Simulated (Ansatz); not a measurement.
Predict the output of the script below (Ansatz 0.2.0, Python API).

`cas.py`
```python
"""Static correlation in CaO: natural occupations of an active space."""

import ansatz as az

BASIS_SET = "def2-SVP"


def main() -> None:
    geometry_ang = [
        ("Ca", (0.0, 0.0, 0.0)),
        ("O", (0.0, 0.0, 2.19)),
    ]
    system = az.Crystal.molecule()
    for symbol, xyz in geometry_ang:
        system = system.atom(symbol, xyz)

    model = system.calculation().basis(gaussian=BASIS_SET).correlation(active_electrons=6, active_orbitals=6)
    for method in [None, "sc_nevpt2", "fic_mrcisd_q"]:
        rep = (model if method is None else model.correlation(method)).run(threads=1).report
        space = rep["configurations"]
        state = space["states"][0]
        print(method or "casscf", f"total {rep['free_energy_ev'] / 27.211386246:.6f} Ha, active-space state {state['energy']['hartree']:.6f} Ha, mean field {rep['reference_energy_ev'] / 27.211386246:.6f} Ha")
        print("  determinants", state["n_determinants"], " natural occupations", [round(n, 3) for n in space["natural_occupations"]])


if __name__ == "__main__":
    main()
```

Output of `python cas.py`:
```text
casscf total -751.492074 Ha, active-space state -751.492074 Ha, mean field -751.339439 Ha
  determinants 400  natural occupations [1.978, 1.976, 1.0, 1.0, 0.024, 0.021]
sc_nevpt2 total -751.691866 Ha, active-space state -751.492070 Ha, mean field -751.339439 Ha
  determinants 200  natural occupations [1.978, 1.976, 1.0, 1.0, 0.024, 0.021]
fic_mrcisd_q total -751.721359 Ha, active-space state -751.492070 Ha, mean field -751.339439 Ha
  determinants 200  natural occupations [1.978, 1.976, 1.0, 1.0, 0.024, 0.021]
```

Total energies depend on the basis set; only differences at equal settings carry meaning. The geometry is a force-field or estimated start, not a minimum of this method, and the basis set is short of its limit. The active space starts as a window about the frontier orbitals and is then optimised, not chosen by chemistry. The spin state was assumed, and another may lie lower. The whole script took 19 s on 1 thread of Arm Neoverse V1, on a shared host, peak memory 0.17 GiB.
